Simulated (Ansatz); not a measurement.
# CH₄BClSi: one species, many methods

The task here is to estimate one member of a computed series from the others.

Program: Ansatz 0.2.0, Gaussian basis. Level of theory: functionals in def2-TZVPP, the program's frozen cores in correlated methods. These are calculated values, not measurements.

Levels to be run: LDA (SPW92), PBE-D4, revPBE-D4, BLYP-D4, r2SCAN-D4, B97M-V, PBE0-D4, B3LYP-D4, r2SCANh-D4, r2SCAN0-D4, HSE06-D4, BHLYP-D4, CAM-B3LYP-D4, LC-ωPBE, ωB97X-V, ωB97M-V, B2PLYP, PBE-QIDH; CCSD(T)/def2-SVP; CCSD(T)/def2-TZVPP; MP2/def2-QZVPP; extrapolation to the limit; RPA on PBE.

### The relaxed structure

The geometry comes from an earlier relaxation with PBE0-D4 in a triple-zeta def2 set; it is a stationary point, not always the lowest conformer.

8 atoms, charge 0, spin multiplicity 1.

Atoms are counted from 1 here; the program's logs count them from 0.

Bond lengths: Cl1–Si2 2.050 Å, Si2–B3 1.884 Å, Si2–C4 2.036 Å, Si2–H5 1.476 Å, B3–C4 1.482 Å, B3–H6 1.185 Å, C4–H7 1.089 Å, C4–H8 1.096 Å. Angles: Cl1–Si2–B3 123.6°, Cl1–Si2–C4 126.6°, Cl1–Si2–H5 107.1°, B3–Si2–C4 44.2°, B3–Si2–H5 129.1°, C4–Si2–H5 102.4°, Si2–B3–C4 73.3°, Si2–B3–H6 138.7°, C4–B3–H6 131.6°, Si2–C4–B3 62.5°, Si2–C4–H7 144.0°, Si2–C4–H8 82.1°, B3–C4–H7 123.7°, B3–C4–H8 124.9°, H7–C4–H8 110.0°.

As a file:

```
Cl    1.2970    2.1536   -1.1147
Si   -0.2002    0.9138   -0.4653
B    -0.1628    0.0080    1.1868
C     0.0015   -1.0212    0.1334
H    -1.1809    0.8062   -1.5637
H     0.3349    0.1255    2.2562
H     0.7009   -1.8523    0.2045
H    -0.6984   -1.1907   -0.6930
```

Set-up of the first run:

File in.yaml:

```yaml
crystal:
  periodic: [false, false, false]
  atoms:
    - {symbol: Cl, position_ang: [1.296993, 2.153605, -1.114691]}
    - {symbol: Si, position_ang: [-0.200214, 0.913756, -0.465272]}
    - {symbol: B, position_ang: [-0.162754, 0.007973, 1.186797]}
    - {symbol: C, position_ang: [0.001469, -1.021237, 0.133395]}
    - {symbol: H, position_ang: [-1.180934, 0.806237, -1.563675]}
    - {symbol: H, position_ang: [0.334944, 0.125514, 2.256191]}
    - {symbol: H, position_ang: [0.700950, -1.852322, 0.204497]}
    - {symbol: H, position_ang: [-0.698353, -1.190726, -0.693039]}
basis:
  gaussian: {orbitals: def2-TZVPP}
hamiltonian: {xc: lda}
output: {orbitals: {seedname: orbitals}}
```

On the command line:

```
ansatz run in.yaml --threads 2 --pin off --events-out ev --progress --plain --max-ram 4352MiB
```

Steps of the session up to this table: LDA; PBE-D4 (GGA); revPBE-D4 (GGA); BLYP-D4 (GGA); r2SCAN-D4 (meta-GGA); B97M-V (meta-GGA); B3LYP-D4 (hybrid); r2SCANh-D4 (hybrid); r2SCAN0-D4 (hybrid); HSE06-D4 (hybrid); BHLYP-D4 (hybrid); CAM-B3LYP-D4 (range-separated); LC-ωPBE (range-separated); ωB97X-V (range-separated); ωB97M-V (range-separated); B2PLYP (double hybrid); PBE-QIDH (double hybrid).

One of the session's tables, all rows but one given; the rest of the session is left out.

It belongs to the step «Frontier levels by functional». 

```
  functional  HOMO (eV)  LUMO (eV)  gap (eV)
 LDA (SPW92)      -6.25      -2.58      3.67
      PBE-D4      -6.13      -2.37      3.76
   revPBE-D4      -6.08      -2.29      3.79
     BLYP-D4      -5.97      -2.18      3.79
   r2SCAN-D4      -6.32      -2.13      4.19
      B97M-V      -6.35      -2.10      4.25
     PBE0-D4      -7.18      -1.45      5.72
    B3LYP-D4      -6.97      -1.62      5.35
  r2SCANh-D4      -6.71      -1.80      4.91
  r2SCAN0-D4      -7.30      -1.32      5.98
    HSE06-D4      -6.78      -1.83      4.95
    BHLYP-D4          ?          ?         ?
CAM-B3LYP-D4      -8.42      -0.31      8.11
     LC-ωPBE      -9.73       0.78     10.51
     ωB97X-V      -9.39       0.71     10.10
     ωB97M-V      -9.24       0.52      9.76
```

Estimate the missing values for BHLYP-D4.

Worked estimate for «HOMO (eV)». Against the share of exact exchange, BLYP-D4 (0, -5.97), B3LYP-D4 (0.2, -6.97) give a slope of -5.00 per unit share; at 0.5 the line stands at -8.47.

**Answer.** HOMO (eV): -8.08; LUMO (eV): -0.40; gap (eV): 7.67. In «HOMO (eV)» the line misses by -0.39.
